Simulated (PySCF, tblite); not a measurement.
# C6H5FSi: geometry, infrared bands and NMR shifts

Aim: predict the infrared bands and NMR shifts of C6H5FSi (`C#C/C=C(/C#C)[SiH2]F`).

Programs: tblite 0.8.0 and PySCF 2.14.0, with density-fitted response routines of our own. Each step states its level of theory. These are calculated values for one molecule in the gas phase, unless marked as measured. Atoms count from 0, in the outputs and in this text.

## (1) The starting structure

13 atoms, charge 0, multiplicity 1; geometry from: force field or distance geometry start.

Bonds of the start (Å): C0–C1 1.21, C1–C2 1.45, C2–C3 1.32, C3–C4 1.44, C4–C5 1.22, C3–Si6 1.83, Si6–F7 1.70, C0–H8 1.08, C2–H9 1.08, C5–H10 1.07, Si6–H11 1.48, Si6–H12 1.48.

## (2) Geometry optimisation with GFN2-xTB

The job: settings as JSON, then the geometry in Å.

```
{"job": {"kind": "relax", "xc": "GFN2-xTB", "basis": "xTB"}, "charge": 0, "multiplicity": 1}
C     -2.695000    -1.304900    -0.552200
C     -1.493500    -1.209700    -0.521200
C     -0.047400    -1.113500    -0.438500
C      0.541100    -0.018000     0.015300
C      1.976100    -0.030800     0.055500
C      3.194000    -0.031300     0.044900
Si    -0.446600     1.408700     0.602800
F      0.248300     2.815600    -0.049500
H     -3.766800    -1.400300    -0.579600
H      0.501100    -1.973900    -0.789400
H      4.262200    -0.041300     0.037300
H     -1.830900     1.350500     0.080600
H     -0.447000     1.549500     2.076300
```

Started as:

```sh
OMP_NUM_THREADS=1 python probes_run.py task.json out
```

This one command runs all jobs of the session in turn.

**Question.** This job is followed by: GFN2-xTB harmonic vibrations, gas phase; GIAO PBE0/pcSseg-1 NMR shielding, non-relativistic, gas phase. What will the session give for the following? strongest single infrared mode (GFN2-xTB); zero-point energy (GFN2-xTB); ¹³C shifts against TMS (PBE0/pcSseg-1); ¹H shifts against TMS (PBE0/pcSseg-1, means over atoms taken as alike); ²⁹Si shifts against TMS (PBE0/pcSseg-1); ¹⁹F shifts against CFCl3 (PBE0/pcSseg-1).

As calculated:

```
                                                              quantity                                       value
                             strongest single infrared mode (GFN2-xTB)                       2314 cm⁻¹, 320 km/mol
                                          zero-point energy (GFN2-xTB)                               48.8 kcal/mol
                                ¹³C shifts against TMS (PBE0/pcSseg-1)  142.0, 140.7, 102.9, 101.7, 87.0, 85.7 ppm
¹H shifts against TMS (PBE0/pcSseg-1, means over atoms taken as alike)                  6.91, 5.45, 3.56, 3.50 ppm
                               ²⁹Si shifts against TMS (PBE0/pcSseg-1)                                   -11.6 ppm
                              ¹⁹F shifts against CFCl3 (PBE0/pcSseg-1)                                  -223.2 ppm
```

**Reading.** Over 48 steps the energy fell by 0.316 eV; of the close pairs, Si6–F7 changed most, 1.699 to 1.612 Å. No mode is imaginary among the 33: a minimum at this level. The strongest single mode, at 2314 cm⁻¹, moves mainly H12. GFN2-xTB is a fitted tight-binding method: band positions and strengths are rough. Its intensities can rank the bands wrongly. The most deshielded hydrogen is H9 (hydrogen on an alkene CH), at 6.91 ppm: olefinic region.
